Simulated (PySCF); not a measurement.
# A diatomic session: GeF+, part 2 of 2

PySCF 2.14.0; Ge def2-TZVPPD, F def2-TZVPPD; no relativity. The steps go on from the part before.

## Step 10: TPSS (meta-GGA)

Log of the SCF at 1.680 Å:

```text
[... 17 set-up lines left out, the same as in an earlier log ...]
XC functionals = TPSS
    J. Tao, J. P. Perdew, V. N. Staroverov, and G. E. Scuseria.,  Phys. Rev. Lett. 91, 146401 (2003)
    J. P. Perdew, J. Tao, V. N. Staroverov, and G. E. Scuseria.,  J. Chem. Phys. 120, 6898 (2004)
    J. Tao, J. P. Perdew, V. N. Staroverov, and G. E. Scuseria.,  Phys. Rev. Lett. 91, 146401 (2003)
    J. P. Perdew, J. Tao, V. N. Staroverov, and G. E. Scuseria.,  J. Chem. Phys. 120, 6898 (2004)
[... 2 set-up lines left out, the same as in an earlier log ...]
init E= -2176.58328979691
cycle= 1 E= -2176.58398279565  delta_E= -0.000693  |g|= 0.089  |ddm|= 0.0874
cycle= 2 E= -2176.57826330705  delta_E= 0.00572  |g|= 0.161  |ddm|= 0.111
cycle= 3 E= -2176.58495402907  delta_E= -0.00669  |g|= 0.0516  |ddm|= 0.0869
cycle= 4 E= -2176.58562144715  delta_E= -0.000667  |g|= 0.00702  |ddm|= 0.0253
cycle= 5 E= -2176.58564159588  delta_E= -2.01e-05  |g|= 0.000442  |ddm|= 0.00487
cycle= 6 E= -2176.58564167363  delta_E= -7.77e-08  |g|= 8e-05  |ddm|= 0.000325
cycle= 7 E= -2176.58564167578  delta_E= -2.15e-09  |g|= 7.1e-06  |ddm|= 3.94e-05
cycle= 8 E= -2176.5856416758  delta_E= -1.91e-11  |g|= 9.35e-07  |ddm|= 5.89e-06
Extra cycle  E= -2176.5856416758  delta_E= -9.09e-13  |g|= 2.04e-06  |ddm|= 2.1e-06
converged SCF energy = -2176.5856416758  <S^2> = -7.1054274e-15  2S+1 = 1
```

Re = 1.694 Å, ωe = 777 cm⁻¹, ωexe = 3.20 cm⁻¹, αe = 0.00244 cm⁻¹, Be = 0.3887 cm⁻¹, De = 5.92 eV, μ = -2.61 D. 15 s of CPU time for 12 points, integrals apart.

## Step 11: M06

Output of the SCF at 1.680 Å:

```text
[... 13 set-up lines left out, the same as in an earlier log ...]
max_memory 4900 MB (current use 721 MB)
[... 3 set-up lines left out, the same as in an earlier log ...]
XC functionals = M06
    Y. Zhao and D. G. Truhlar.,  Theor. Chem. Acc. 120, 215 (2008)
    Y. Zhao and D. G. Truhlar.,  Theor. Chem. Acc. 120, 215 (2008)
[... 2 set-up lines left out, the same as in an earlier log ...]
init E= -2176.53344762838
cycle= 1 E= -2176.53511904747  delta_E= -0.00167  |g|= 0.0469  |ddm|= 0.183
cycle= 2 E= -2176.53303368578  delta_E= 0.00209  |g|= 0.0937  |ddm|= 0.0694
cycle= 3 E= -2176.53582407843  delta_E= -0.00279  |g|= 0.00474  |ddm|= 0.0444
cycle= 4 E= -2176.53583332421  delta_E= -9.25e-06  |g|= 0.000429  |ddm|= 0.0049
cycle= 5 E= -2176.53583339134  delta_E= -6.71e-08  |g|= 0.000199  |ddm|= 0.000488
cycle= 6 E= -2176.53583340295  delta_E= -1.16e-08  |g|= 6.77e-05  |ddm|= 0.000112
cycle= 7 E= -2176.53583340377  delta_E= -8.22e-10  |g|= 4.33e-06  |ddm|= 3.68e-05
Extra cycle  E= -2176.53583340377  delta_E= 4.09e-12  |g|= 5.31e-06  |ddm|= 5.74e-06
converged SCF energy = -2176.53583340377  <S^2> = 0  2S+1 = 1
```

Re = 1.680 Å, ωe = 798 cm⁻¹, ωexe = 3.32 cm⁻¹, αe = 0.00250 cm⁻¹, Be = 0.3951 cm⁻¹, De = 5.85 eV, μ = -3.01 D. 21 s of CPU time for 12 points, integrals apart.

## Step 12: PBEsol (GGA)

Output of the SCF at 1.680 Å:

```text
[... 17 set-up lines left out, the same as in an earlier log ...]
XC functionals = PBEsol
    J. P. Perdew, A. Ruzsinszky, G. I. Csonka, O. A. Vydrov, G. E. Scuseria, L. A. Constantin, X. Zhou, and K. Burke.,  Phys. Rev. Lett. 100, 136406 (2008)
    J. P. Perdew, A. Ruzsinszky, G. I. Csonka, O. A. Vydrov, G. E. Scuseria, L. A. Constantin, X. Zhou, and K. Burke.,  Phys. Rev. Lett. 100, 136406 (2008)
[... 2 set-up lines left out, the same as in an earlier log ...]
init E= -2174.41447199877
cycle= 1 E= -2174.41157666314  delta_E= 0.0029  |g|= 0.155  |ddm|= 0.136
cycle= 2 E= -2174.3741180255  delta_E= 0.0375  |g|= 0.371  |ddm|= 0.239
cycle= 3 E= -2174.41831188241  delta_E= -0.0442  |g|= 0.0512  |ddm|= 0.176
cycle= 4 E= -2174.41864140217  delta_E= -0.00033  |g|= 0.0104  |ddm|= 0.022
cycle= 5 E= -2174.4186808609  delta_E= -3.95e-05  |g|= 0.0022  |ddm|= 0.00809
cycle= 6 E= -2174.41868262465  delta_E= -1.76e-06  |g|= 0.00034  |ddm|= 0.00124
cycle= 7 E= -2174.4186826664  delta_E= -4.18e-08  |g|= 2.13e-05  |ddm|= 0.000172
cycle= 8 E= -2174.41868266654  delta_E= -1.34e-10  |g|= 7.11e-06  |ddm|= 2e-05
Extra cycle  E= -2174.41868266637  delta_E= 1.66e-10  |g|= 2.26e-05  |ddm|= 1.84e-05
converged SCF energy = -2174.41868266637  <S^2> = -3.5527137e-15  2S+1 = 1
```

Re = 1.689 Å, ωe = 781 cm⁻¹, ωexe = 3.21 cm⁻¹, αe = 0.00246 cm⁻¹, Be = 0.3911 cm⁻¹, De = 6.44 eV, μ = -2.57 D.

## Step 13: HSE06

Log of the SCF at 1.680 Å:

```text
[... 17 set-up lines left out, the same as in an earlier log ...]
XC functionals = HSE06
    J. Heyd, G. E. Scuseria, and M. Ernzerhof.,  J. Chem. Phys. 118, 8207 (2003)
    J. Heyd, G. E. Scuseria, and M. Ernzerhof.,  J. Chem. Phys. 124, 219906 (2006)
    A. V. Krukau, O. A. Vydrov, A. F. Izmaylov, and G. E. Scuseria.,  J. Chem. Phys. 125, 224106 (2006)
[... 2 set-up lines left out, the same as in an earlier log ...]
init E= -2176.25305527427
cycle= 1 E= -2176.25310647615  delta_E= -5.12e-05  |g|= 0.014  |ddm|= 0.0213
cycle= 2 E= -2176.25309837751  delta_E= 8.1e-06  |g|= 0.0155  |ddm|= 0.0111
cycle= 3 E= -2176.25312767953  delta_E= -2.93e-05  |g|= 0.00186  |ddm|= 0.00629
cycle= 4 E= -2176.25312884053  delta_E= -1.16e-06  |g|= 0.00019  |ddm|= 0.000869
cycle= 5 E= -2176.25312884794  delta_E= -7.4e-09  |g|= 2.94e-05  |ddm|= 0.0002
cycle= 6 E= -2176.25312884818  delta_E= -2.45e-10  |g|= 1.04e-05  |ddm|= 2.03e-05
Extra cycle  E= -2176.25312884804  delta_E= 1.39e-10  |g|= 2.39e-05  |ddm|= 1.76e-05
converged SCF energy = -2176.25312884804  <S^2> = -7.1054274e-15  2S+1 = 1
```

Re = 1.678 Å, ωe = 806 cm⁻¹, ωexe = 3.20 cm⁻¹, αe = 0.00243 cm⁻¹, Be = 0.3960 cm⁻¹, De = 5.68 eV, μ = -2.77 D. 27 s of CPU time for 12 points, integrals apart.

## Step 14: RHF

Output of the SCF at 1.680 Å:

```text
******** <class 'pyscf.scf.hf_symm.SymAdaptedRHF'> ********
method = SymAdaptedRHF
[... 11 set-up lines left out, the same as in an earlier log ...]
max_memory 4900 MB (current use 801 MB)
Overwritten attributes  get_j get_jk get_hcore get_k get_occ  of <class 'pyscf.scf.hf_symm.SymAdaptedRHF'>
<class 'pyscf.scf.hf_symm.SymAdaptedRHF'> does not have attributes  refdm
[... 1 set-up line left out, the same as in an earlier log ...]
init E= -2174.5767701837
cycle= 1 E= -2174.59598546251  delta_E= -0.0192  |g|= 0.126  |ddm|= 0.279
cycle= 2 E= -2174.59722648785  delta_E= -0.00124  |g|= 0.0663  |ddm|= 0.111
cycle= 3 E= -2174.59762010665  delta_E= -0.000394  |g|= 0.0112  |ddm|= 0.0265
cycle= 4 E= -2174.59765721764  delta_E= -3.71e-05  |g|= 0.00284  |ddm|= 0.0155
cycle= 5 E= -2174.5976599495  delta_E= -2.73e-06  |g|= 0.00136  |ddm|= 0.00281
cycle= 6 E= -2174.59766081893  delta_E= -8.69e-07  |g|= 0.000273  |ddm|= 0.0023
cycle= 7 E= -2174.59766087247  delta_E= -5.35e-08  |g|= 4.85e-05  |ddm|= 0.000455
cycle= 8 E= -2174.5976608738  delta_E= -1.33e-09  |g|= 7.75e-06  |ddm|= 8.34e-05
cycle= 9 E= -2174.59766087383  delta_E= -2.68e-11  |g|= 7.31e-07  |ddm|= 1.67e-05
Extra cycle  E= -2174.59766087382  delta_E= 5.46e-12  |g|= 2.55e-07  |ddm|= 1.3e-06
converged SCF energy = -2174.59766087382
```

Re = 1.652 Å, ωe = 866 cm⁻¹, ωexe = 3.34 cm⁻¹, αe = 0.00241 cm⁻¹, Be = 0.4085 cm⁻¹, De = 3.76 eV, μ = -2.93 D.

## Step 15: Adding correlation

Reference: RHF; core orbitals frozen: 10; virtual orbitals above 20 hartree dropped in coupled cluster: 1. MP2 keeps all virtuals, so it differs from the MP2 energy in the coupled-cluster log.

The coupled-cluster run at the reference distance, 1.680 Å, printed:

```text
******** <class 'pyscf.cc.ccsd.CCSD'> ********
CC2 = 0
CCSD nocc = 10, nmo = 83
frozen orbitals [0, 1, 2, 3, 4, 5, 6, 7, 8, 9, 93]
max_cycle = 80
direct = 0
conv_tol = 1e-07
conv_tol_normt = 1e-05
diis_space = 8
diis_start_cycle = 0
diis_start_energy_diff = 1e+09
max_memory 4900 MB (current use 780 MB)
Init t2, MP2 energy = -2175.04796439551  E_corr(MP2) -0.450303521691505
Init E_corr(CCSD) = -0.450303521691519
cycle = 1  E_corr(CCSD) = -0.432841353710519  dE = 0.017462168  norm(t1,t2) = 0.0746607
cycle = 2  E_corr(CCSD) = -0.449847392894934  dE = -0.0170060392  norm(t1,t2) = 0.029109
cycle = 3  E_corr(CCSD) = -0.448229066075396  dE = 0.00161832682  norm(t1,t2) = 0.0217044
cycle = 4  E_corr(CCSD) = -0.449487200535402  dE = -0.00125813446  norm(t1,t2) = 0.00659793
cycle = 5  E_corr(CCSD) = -0.449871847194856  dE = -0.000384646659  norm(t1,t2) = 0.00179521
cycle = 6  E_corr(CCSD) = -0.449805024543561  dE = 6.68226513e-05  norm(t1,t2) = 0.000845289
cycle = 7  E_corr(CCSD) = -0.449752206766022  dE = 5.28177775e-05  norm(t1,t2) = 0.000242361
cycle = 8  E_corr(CCSD) = -0.44976446360597  dE = -1.22568399e-05  norm(t1,t2) = 7.50482e-05
cycle = 9  E_corr(CCSD) = -0.449767711569724  dE = -3.24796375e-06  norm(t1,t2) = 1.76059e-05
cycle = 10  E_corr(CCSD) = -0.449766944710403  dE = 7.6685932e-07  norm(t1,t2) = 6.13466e-06
cycle = 11  E_corr(CCSD) = -0.449766812029635  dE = 1.32680768e-07  norm(t1,t2) = 2.78154e-06
cycle = 12  E_corr(CCSD) = -0.449766936565974  dE = -1.24536339e-07  norm(t1,t2) = 7.66236e-07
cycle = 13  E_corr(CCSD) = -0.449766902615678  dE = 3.39502967e-08  norm(t1,t2) = 2.31537e-07
CCSD converged
E(CCSD) = -2175.047427776437  E_corr = -0.4497669026156778
CCSD(T) correction = -0.0161019011787849
```

Correlation energy (eV) along the bond:

```tsv
R (Å)	MP2	SCS-MP2	CCSD	CCSD(T)	T1
1.445	-12.054	-11.496	n/a	n/a	n/a
1.512	-12.110	-11.557	-12.124	-12.523	0.014
1.579	-12.170	-11.619	-12.170	-12.584	0.015
1.630	-12.216	-11.667	-12.204	-12.630	0.016
1.680	-12.263	-11.715	-12.239	-12.677	0.017
1.730	-12.308	-11.761	-12.272	-12.723	0.018
1.798	-12.367	-11.821	-12.315	-12.783	0.019
1.882	-12.434	-11.891	-12.365	-12.855	0.021
1.982	-12.506	-11.968	-12.418	-12.936	0.023
2.117	-12.589	-12.058	n/a	n/a	n/a
```

RHF-MP2: Re = 1.676 Å, ωe = 814 cm⁻¹, ωexe = 3.10 cm⁻¹, αe = 0.00240 cm⁻¹, Be = 0.3972 cm⁻¹, De = 6.03 eV.

RHF-SCS-MP2: Re = 1.676 Å, ωe = 813 cm⁻¹, ωexe = 3.16 cm⁻¹, αe = 0.00241 cm⁻¹, Be = 0.3969 cm⁻¹, De = 5.81 eV.

RHF-CCSD: Re = 1.669 Å, ωe = 829 cm⁻¹, ωexe = 3.17 cm⁻¹, αe = 0.00240 cm⁻¹, Be = 0.4002 cm⁻¹, De = 5.50 eV.

RHF-CCSD(T): Re = 1.676 Å, ωe = 812 cm⁻¹, ωexe = 3.21 cm⁻¹, αe = 0.00243 cm⁻¹, Be = 0.3970 cm⁻¹, De = 5.70 eV.

## Step 16: The curves together

Energy (eV) from each level's lowest point:

```tsv
R (Å)	RHF	RHF-MP2	RHF-SCS-MP2	RHF-CCSD	RHF-CCSD(T)	PBE	PBEsol	PW91	TPSS	r²SCAN	B3LYP	PBE0	M06	HSE06
1.445	1.350	1.555	1.565	n/a	n/a	1.759	1.638	1.739	1.706	1.558	1.659	1.555	1.581	1.567
1.512	0.530	0.678	0.684	0.640	0.680	0.827	0.745	0.813	0.787	0.684	0.753	0.682	0.699	0.690
1.579	0.117	0.206	0.209	0.182	0.207	0.295	0.249	0.288	0.271	0.211	0.251	0.210	0.220	0.214
1.630	0.000	0.042	0.044	0.031	0.043	0.087	0.065	0.083	0.075	0.046	0.065	0.045	0.050	0.047
1.680	0.004	0.000	0.000	0.000	0.000	0.000	0.000	0.000	0.000	0.000	0.000	0.000	0.000	0.000
1.730	0.099	0.050	0.048	0.061	0.049	0.006	0.026	0.009	0.018	0.046	0.028	0.047	0.041	0.045
1.798	0.328	0.221	0.218	0.248	0.218	0.119	0.164	0.126	0.147	0.210	0.171	0.213	0.197	0.208
1.882	0.725	0.550	0.544	0.595	0.543	0.378	0.451	0.389	0.425	0.527	0.465	0.535	0.505	0.527
1.982	1.293	1.045	1.036	1.110	1.030	0.791	0.893	0.806	0.859	1.003	0.918	1.018	0.969	1.006
2.117	2.113	1.783	1.766	n/a	n/a	1.421	1.556	1.441	1.515	1.707	1.599	1.736	1.660	1.719
```

The whole job (state search and all levels along the bond) took 2.9 min on 2 threads of Intel Xeon Platinum 8488C (shared host), peak memory 2.2 GiB.

## Step 17: Constants by level of theory

The summary covers parts 1 to 2.

Lowest PBE0 solution found, without spin–orbit coupling: ¹Σ⁺ (singlet), closed shell. State 2 has its PBE0 minimum 4.89 eV higher. The other levels ran on the lowest alone.

```tsv
level	Re (Å)	ωe (cm⁻¹)	De (eV)	μ (D)
RHF	1.652	866	3.76	-2.93
RHF-MP2	1.676	814	6.03	n/a
RHF-SCS-MP2	1.676	813	5.81	n/a
RHF-CCSD	1.669	829	5.50	n/a
RHF-CCSD(T)	1.676	812	5.70	n/a
PBE	1.701	762	6.09	-2.66
PBEsol	1.689	781	6.44	-2.57
PW91	1.699	765	6.13	-2.66
TPSS	1.694	777	5.92	-2.61
r²SCAN	1.678	806	5.89	-2.57
B3LYP	1.688	790	5.71	-2.84
PBE0	1.677	809	5.67	-2.74
M06	1.680	798	5.85	-3.01
HSE06	1.678	806	5.68	-2.77
```

De is counted to Ge+ + F in their ground configurations. A positive dipole points from Ge to F; in an ion it is taken about the centre of mass and does not tell which atom is negative.

Differences from CCSD(T) in the same basis:

```tsv
level	Re (mÅ)	ωe (%)
RHF	-24	+6.7
RHF-MP2	0	+0.2
RHF-SCS-MP2	0	+0.1
RHF-CCSD	-7	+2.0
PBE	+25	-6.1
PBEsol	+13	-3.8
PW91	+23	-5.8
TPSS	+18	-4.3
r²SCAN	+2	-0.8
B3LYP	+12	-2.8
PBE0	+1	-0.4
M06	+4	-1.7
HSE06	+2	-0.7
```

Time per point (s) on 2 threads of Intel Xeon Platinum 8488C, shared host (CPU time, shared integrals of 0.56 s apart; correlated levels include their reference; CCSD comes with the CCSD(T) run); the times are rough: RHF 0.51, RHF-MP2 0.8, RHF-SCS-MP2 0.8, PBE 0.95, PBEsol 0.69, PW91 0.98, TPSS 1.3, r²SCAN 1.2, B3LYP 1.6, PBE0 2.9, M06 1.7, HSE06 2.3; the reference 15.

Cheap and still within 10 mÅ and 2.5 % of CCSD(T): RHF-SCS-MP2 (0.8 s), RHF-MP2 (0.8 s), r²SCAN (1.2 s), against 15 s for the dearest run.

Judged by CCSD(T) in the same basis: best bond length RHF-MP2 and RHF-SCS-MP2 (0 mÅ), worst PBE (+25 mÅ); best wavenumber RHF-SCS-MP2 (+0.1 %), worst RHF (+6.7 %). Hartree–Fock makes the bond too short and too stiff against this reference, as it mostly does. PBE gives a bond that is too long and too soft, as GGAs tend to. Of the levels with a De here, RHF gives the least (3.76 eV) and PBEsol the most (6.44 eV).

Correlated steps freeze 10 core orbitals.
